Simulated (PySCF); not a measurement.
# CH8BPS: electronic excitations and core binding energies

What electronic excitations and core binding energies should CH8BPS (`CS[BH2-][PH3+]`) show?

Programs: PySCF 2.14.0, with density-fitted response routines of our own. Each step states its level of theory. These are calculated values for one molecule in the gas phase, unless marked as measured. Atoms are numbered from 0 throughout.

### 1 Starting geometry

12 atoms, charge 0, multiplicity 1; geometry from: GFN2-xTB.

Bonds of the start (Å): C0–S1 1.82, S1–B2 1.92, B2–P3 1.93, C0–H4 1.08, C0–H5 1.09, C0–H6 1.09, B2–H7 1.18, B2–H8 1.18, P3–H9 1.41, P3–H10 1.38, P3–H11 1.38.

### 2 Excited states and response: CAM-B3LYP/def2-SVPD

Job settings and geometry (Å):

```
{"job": {"kind": "uv", "xc": "CAM-B3LYP", "basis": "def2-SVPD", "nstates": 8, "ntriplets": 3}, "charge": 0, "multiplicity": 1}
C      1.843296     0.390542     0.301428
S      0.873021    -0.051380    -1.173017
B     -0.435857    -1.200845    -0.360250
P     -1.590790     0.312122    -0.039654
H      2.539267     1.172055     0.015250
H      2.385832    -0.485444     0.643433
H      1.183489     0.749074     1.092169
H     -0.945258    -1.912279    -1.152460
H     -0.057425    -1.694761     0.642132
H     -2.826697     0.410126     0.629757
H     -1.976724     0.925317    -1.209223
H     -0.990956     1.384788     0.584409
```

Method: TDDFT CAM-B3LYP/def2-SVPD, vertical, gas phase, core orbitals frozen in the response.

Started as:

```bash
OMP_NUM_THREADS=1 python probes_run.py task.json out
```

One launch serves the whole session: the jobs run in the order shown.

Output:

```text
coarse grid: 10384 points
cycle   1  E = -806.8739017001  dE =  2.577e-01  |g| = 2.902e-01  |ddm| = 4.260e+00
cycle   2  E = -806.8932794208  dE = -1.938e-02  |g| = 2.176e-01  |ddm| = 1.069e+00
cycle   3  E = -806.9095041975  dE = -1.622e-02  |g| = 3.060e-02  |ddm| = 4.610e-01
cycle   4  E = -806.9098008809  dE = -2.967e-04  |g| = 1.108e-02  |ddm| = 8.311e-02
cycle   5  E = -806.9098358793  dE = -3.500e-05  |g| = 3.480e-03  |ddm| = 2.749e-02
cycle   6  E = -806.9098395818  dE = -3.702e-06  |g| = 8.838e-04  |ddm| = 6.274e-03
final grid: 89064 points
cycle   7  E = -806.9975055069  dE = -1.680e-05  |g| = 2.556e-03  |ddm| = 4.339e-02
cycle   8  E = -806.9975056712  dE = -1.643e-07  |g| = 2.520e-03  |ddm| = 8.455e-03
cycle   9  E = -806.9975072986  dE = -1.627e-06  |g| = 1.480e-04  |ddm| = 3.284e-03
cycle  10  E = -806.9975073064  dE = -7.840e-09  |g| = 7.403e-05  |ddm| = 4.898e-04
cycle  11  E = -806.9975073085  dE = -2.012e-09  |g| = 1.421e-05  |ddm| = 1.774e-04
cycle  12  E = -806.9975073085  dE = -8.549e-11  |g| = 4.285e-06  |ddm| = 4.084e-05
converged SCF energy = -806.9975073085

Static polarisability (au): isotropic 78.599, principal 67.781 72.391 95.626

Singlet excitations
state   eV       nm        f      main configurations
  1   5.4434    227.8   0.01376   H->L 0.42, H->L+1 0.39
  2   5.6540    219.3   0.00318   H->L 0.43, H->L+1 0.42
  3   5.9008    210.1   0.04811   H->L+3 0.59, H->L+2 0.21
  4   6.1099    202.9   0.01548   H->L+2 0.58, H->L+3 0.23
  5   6.2576    198.1   0.08576   H->L+4 0.51, H->L+5 0.13, H->L+2 0.08
  6   6.6815    185.6   0.06626   H->L+5 0.73, H->L+4 0.09
  7   7.0354    176.2   0.01887   H->L+6 0.62, H->L+4 0.15
  8   7.1737    172.8   0.01271   H->L+7 0.64

Triplet excitations (Tamm-Dancoff, eV): 5.0699 5.4274 5.6103
```

Wall time 7.2 s (1 thread of AMD EPYC 9R45, shared host); peak memory 0.68 GiB.

Frontier orbitals and where they lie:

| orbital | eV | atoms |
| --- | --- | --- |
| HOMO−3 | -11.30 | B2 31 %, P3 26 %, H8 11 % |
| HOMO−2 | -10.30 | B2 32 %, H7 18 %, S1 14 % |
| HOMO−1 | -9.18 | S1 58 %, B2 18 %, C0 9 % |
| HOMO | -7.42 | S1 65 %, P3 9 %, C0 9 % |
| LUMO | 0.87 | P3 25 %, B2 21 %, H10 12 % |
| LUMO+1 | 1.26 | P3 28 %, S1 24 %, H11 11 % |
| LUMO+2 | 1.39 | P3 27 %, H9 17 %, S1 14 % |

With each of the 8 states as a Gaussian band of 0.4 eV half-width at 1/e, the curve within the window shown has maxima at 199 nm (ε 5,800) L/(mol cm). Beyond the last state computed it falls off for lack of states. The curve at chosen wavelengths:

(nm, ε (L/mol/cm)): (166, 577), (170, 1218), (173, 1815), (177, 2675), (180, 3317), (184, 4104), (188, 4780), (191, 5217), (195, 5661), (198, 5810), (202, 5665), (206, 5130), (209, 4550), (213, 3684), (216, 3051), (220, 2310), (224, 1717), (227, 1366), (231, 996), (234, 777), (238, 544), (242, 367), (245, 265), (249, 165), (252, 111), (256, 64)

Further results of this job:

| property | computed |
| --- | --- |
| dipole moment (D) | 3.74 |
| polarisability (Å³) | 11.65 |
| HOMO–LUMO gap (eV) | 8.29 |
| −ε(HOMO) (eV) | 7.42 |

### 3 Core-electron binding energies: SCAN, X2C

The job, as its differences from that of step 2:

```diff
@@ -1,2 +1,2 @@
-{"job": {"kind": "uv", "xc": "CAM-B3LYP", "basis": "def2-SVPD", "nstates": 8, "ntriplets": 3}, "charge": 0, "multiplicity": 1}
+{"job": {"kind": "xps"}, "charge": 0, "multiplicity": 1}
 C      1.843296     0.390542     0.301428
```

With the program's defaults for keys left out, this is: delta-SCF UKS SCAN, pcX-2 on the ionised atom, pcseg-1 elsewhere, spin-free X2C.

Output:

```text
ground state, core basis on atom 0 (C), 135 functions
  cycle   1  E = -808.94926743  |g| = 3.86e-01
  cycle   2  E = -808.90116182  |g| = 5.42e-01
  cycle   3  E = -809.00307913  |g| = 6.32e-02
  cycle   4  E = -809.00413036  |g| = 3.26e-02
  cycle   5  E = -809.00445528  |g| = 9.68e-03
  cycle   6  E = -809.00448430  |g| = 1.52e-03
  cycle   7  E = -809.00448591  |g| = 5.00e-04
  E(ground) = -809.04378025 Eh
hole in C 1s of atom 0
  cycle   1  E = -797.74020211  |g| = 1.50e+00
  cycle   2  E = -796.85958425  |g| = 1.92e+00
  cycle   3  E = -798.23976942  |g| = 3.87e-01
  cycle   4  E = -798.29649555  |g| = 1.66e-01
  cycle   5  E = -798.31282882  |g| = 4.96e-02
  cycle   6  E = -798.31423053  |g| = 1.22e-02
  cycle   7  E = -798.31432183  |g| = 5.03e-03
  cycle   8  E = -798.31434221  |g| = 1.91e-03
  cycle   9  E = -798.31434629  |g| = 1.29e-03
  cycle  10  E = -798.31434737  |g| = 4.30e-04
  E(ion) = -798.35428728 Eh   <S^2> = 0.7732   hole on atom = 1.000   binding energy = 290.876 eV
ground state, core basis on atom 1 (S), 146 functions
  cycle   1  E = -809.15290170  |g| = 4.05e-01
  cycle   2  E = -809.15260395  |g| = 5.09e-02
  cycle   3  E = -809.15161559  |g| = 7.75e-02
  cycle   4  E = -809.15332498  |g| = 5.10e-03
  cycle   5  E = -809.15332838  |g| = 1.92e-03
  cycle   6  E = -809.15333059  |g| = 2.43e-04
  E(ground) = -809.17836851 Eh
hole in S 1s of atom 1
  cycle   1  E = -716.94488611  |g| = 5.08e+00
  cycle   2  E = -717.19551757  |g| = 2.21e+00
  cycle   3  E = -717.55932010  |g| = 1.05e+00
  cycle   4  E = -718.10981244  |g| = 3.37e-01
  cycle   5  E = -718.16615824  |g| = 1.07e-01
  cycle   6  E = -718.17139080  |g| = 3.61e-02
  cycle   7  E = -718.17200354  |g| = 8.16e-03
  cycle   8  E = -718.17202993  |g| = 4.98e-03
  cycle   9  E = -718.17204507  |g| = 1.14e-03
  cycle  10  E = -718.17204610  |g| = 3.65e-04
  E(ion) = -718.18878817 Eh   <S^2> = 0.7516   hole on atom = 1.000   binding energy = 2475.953 eV
hole in S 2p of atom 1
  cycle   1  E = -802.50420780  |g| = 1.53e+00
  cycle   2  E = -802.36957592  |g| = 1.33e+00
  cycle   3  E = -802.90276347  |g| = 3.06e-01
  cycle   4  E = -802.94956284  |g| = 1.19e-01
  cycle   5  E = -802.95590464  |g| = 5.45e-02
  cycle   6  E = -802.95741637  |g| = 1.12e-02
  cycle   7  E = -802.95748133  |g| = 4.28e-03
  cycle   8  E = -802.95749437  |g| = 1.40e-03
  cycle   9  E = -802.95749565  |g| = 7.29e-04
  cycle  10  E = -802.95749674  |g| = 2.65e-04
  E(ion) = -802.98876554 Eh   <S^2> = 0.7531   hole on atom = 1.001   binding energy = 168.428 eV
  2p3/2 = 168.166 eV   2p1/2 = 169.412 eV
ground state, core basis on atom 2 (B), 135 functions
  cycle   1  E = -808.99722492  |g| = 5.30e-02
  cycle   2  E = -808.99686475  |g| = 4.49e-02
  cycle   3  E = -808.99736183  |g| = 2.06e-02
  cycle   4  E = -808.99749547  |g| = 3.05e-03
  cycle   5  E = -808.99749701  |g| = 7.18e-04
  cycle   6  E = -808.99749727  |g| = 1.03e-04
  E(ground) = -809.03799213 Eh
hole in B 1s of atom 2
  cycle   1  E = -801.41585443  |g| = 1.18e+00
  cycle   2  E = -800.51345260  |g| = 1.66e+00
  cycle   3  E = -801.78235329  |g| = 3.24e-01
  cycle   4  E = -801.83270346  |g| = 1.49e-01
  cycle   5  E = -801.84589133  |g| = 4.45e-02
  cycle   6  E = -801.84719881  |g| = 1.13e-02
  cycle   7  E = -801.84729806  |g| = 5.46e-03
  cycle   8  E = -801.84732221  |g| = 3.01e-03
  cycle   9  E = -801.84733159  |g| = 1.80e-03
  cycle  10  E = -801.84733397  |g| = 7.09e-04
  cycle  11  E = -801.84733575  |g| = 2.29e-04
  E(ion) = -801.88986977 Eh   <S^2> = 0.7796   hole on atom = 1.000   binding energy = 194.510 eV
ground state, core basis on atom 3 (P), 146 functions
  cycle   1  E = -809.12065130  |g| = 3.39e-01
  cycle   2  E = -809.12059634  |g| = 3.07e-02
  cycle   3  E = -809.12030604  |g| = 4.16e-02
  cycle   4  E = -809.12087032  |g| = 4.41e-03
  cycle   5  E = -809.12087574  |g| = 2.11e-03
  cycle   6  E = -809.12087606  |g| = 2.39e-04
  E(ground) = -809.13036776 Eh
hole in P 1s of atom 3
  cycle   1  E = -728.91179010  |g| = 4.72e+00
  cycle   2  E = -726.31347584  |g| = 2.85e+00
  cycle   3  E = -719.85692752  |g| = 2.81e+00
  cycle   4  E = -729.94762050  |g| = 4.41e-01
  cycle   5  E = -729.96232927  |g| = 4.07e-01
  cycle   6  E = -730.05235979  |g| = 5.56e-02
  cycle   7  E = -730.05337251  |g| = 3.42e-02
  cycle   8  E = -730.05418697  |g| = 6.11e-03
  cycle   9  E = -730.05420735  |g| = 2.35e-03
  cycle  10  E = -730.05421079  |g| = 4.02e-04
  E(ion) = -730.06376402 Eh   <S^2> = 0.7518   hole on atom = 1.000   binding energy = 2151.512 eV
hole in P 2p of atom 3
  cycle   1  E = -803.64849255  |g| = 1.39e+00
  cycle   2  E = -801.12600490  |g| = 2.08e+00
  cycle   3  E = -803.58271489  |g| = 7.58e-01
  cycle   4  E = -804.01996692  |g| = 1.58e-01
  cycle   5  E = -804.02649782  |g| = 1.12e-01
  cycle   6  E = -804.03400438  |g| = 3.28e-02
  cycle   7  E = -804.03463812  |g| = 1.05e-02
  cycle   8  E = -804.03469317  |g| = 3.70e-03
  cycle   9  E = -804.03470330  |g| = 1.18e-03
  cycle  10  E = -804.03470307  |g| = 5.69e-04
  cycle  11  E = -804.03470410  |g| = 2.52e-04
  E(ion) = -804.05391469 Eh   <S^2> = 0.7533   hole on atom = 1.002   binding energy = 138.137 eV
  2p3/2 = 137.907 eV   2p1/2 = 138.798 eV
```

Run time: 18 s. Hardware: 1 thread of AMD EPYC 9R45, shared host; peak memory 0.46 GiB.

The holes in one table. −ε is the ground-state orbital energy:

| hole | stands for | environment | ΔSCF (eV; 2p as the shell's mean) | −ε (eV) | ⟨S²⟩ |
| --- | --- | --- | --- | --- | --- |
| C1s on C0 | C0 | methyl carbon bonded to S | 290.88 | 274.2 | 0.773 |
| S1s on S1 | S1 | sulfur bonded to C, B | 2475.95 | 2414.1 | 0.752 |
| S2p on S1 | S1 | sulfur bonded to C, B | 168.58 | 157.2 | 0.753 |
| B1s on B2 | B2 | boron bonded to P, S, 2 H | 194.51 | 179.4 | 0.780 |
| P1s on P3 | P3 | phosphorus bonded to B, 3 H | 2151.51 | 2094.1 | 0.752 |
| P2p on P3 | P3 | phosphorus bonded to B, 3 H | 138.20 | 127.1 | 0.753 |

With the spin-orbit splitting: S1 2p3/2 168.17, 2p1/2 169.41 eV; P3 2p3/2 137.91, 2p1/2 138.80 eV. The table gives each 2p level as the mean over the whole 2p shell (two parts 2p3/2, one part 2p1/2), which differs a little from the single hole in the log.

### 4 Results

| quantity | value |
| --- | --- |
| lowest singlet (CAM-B3LYP/def2-SVPD) | 5.44 eV (228 nm), f = 0.014 |
| brightest single state of those computed | state 5, 6.26 eV, f = 0.086 |
| lowest triplet | 5.07 eV |
| C1s binding energies, SCAN/pcX-2 | C0 290.88 eV |
| S1s binding energies, SCAN/pcX-2 | S1 2475.95 eV |
| S2p binding energies, SCAN/pcX-2 | S1 168.58 eV |
| B1s binding energies, SCAN/pcX-2 | B2 194.51 eV |
| P1s binding energies, SCAN/pcX-2 | P3 2151.51 eV |
| P2p binding energies, SCAN/pcX-2 | P3 138.20 eV |

In words: The lowest singlet, at 5.44 eV, is HOMO→LUMO 0.42, HOMO→LUMO+1 0.39 and is weak; of the 8 states computed, the strongest absorption comes from state 5 at 6.26 eV. The lowest triplet lies 0.37 eV below the lowest singlet (triplets in Tamm-Dancoff, singlets in full TDDFT).
